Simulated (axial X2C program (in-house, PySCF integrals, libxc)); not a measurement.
# Linear NGaN²⁺ at several levels

An exercise on one series of results from a longer session: the logs are not shown, and one member is left open.

Program: an in-house X2C program for linear molecules on PySCF integrals. Level of theory: all-electron X2C, two-component (2c) or spin-free, N dyall-av3z, Ga dyall-v3z. These are calculated values, not measurements.

All values are calculated.

2 further runs of the same task are left out: 2 set aside as unsound or not needed.

The first run:

The input, task.json:

```json
{"zs": [7, 31, 7], "q": 2, "bas": ["dyall-av3z", "dyall-v3z", "dyall-av3z"], "r0": [1.77, 1.77], "symm": 1, "scan": ["PBE0", "HF", "B3LYP"], "levels": ["PBE0", "HF", "LDA"], "nst": 2}
```

Keys: zs atomic numbers; q charge; bas basis sets; r0 starting distance in Å; symm equal bonds; scan levels of the two-bond scan (MP2 follows by itself at each HF point); levels methods; nst determinants followed.

Command:

```bash
> python solin.py task.json out
```

Masses N 14.003, Ga 68.926, N 14.003 u.

Among the steps run: Scan at PBE0, 2c; Scan at HF, 2c; Scan at B3LYP, 2c.

One of the session's tables, all rows but one given; the rest of the session is left out.

```
           level  r(N–Ga) (Å)  r(Ga–N) (Å)  lower stretch (cm⁻¹)  upper stretch (cm⁻¹)
        PBE0, 2c        2.078        2.078                 318.6                 405.6
          HF, 2c        2.197        2.197                 290.6                 347.4
       B3LYP, 2c        2.112        2.112                 287.3                 373.6
         MP2, 2c        2.089        2.089                 343.6                 447.1
 PBE0, spin-free        2.077        2.077                 318.6                 405.8
   HF, spin-free        2.197        2.197                 290.8                 347.6
B3LYP, spin-free        2.112        2.112                 287.4                 373.7
  MP2, spin-free            ?            ?                     ?                     ?
```

Estimate the missing values for MP2, spin-free.

**Answer.** r(N–Ga) (Å): 2.089; r(Ga–N) (Å): 2.089; lower stretch (cm⁻¹): 343.8; upper stretch (cm⁻¹): 447.3.

Scans not shown above were run alike.

Limits of these values: A multiply charged ion may be only metastable. The molecule was held linear; bending was not examined, so a bent shape may lie lower.
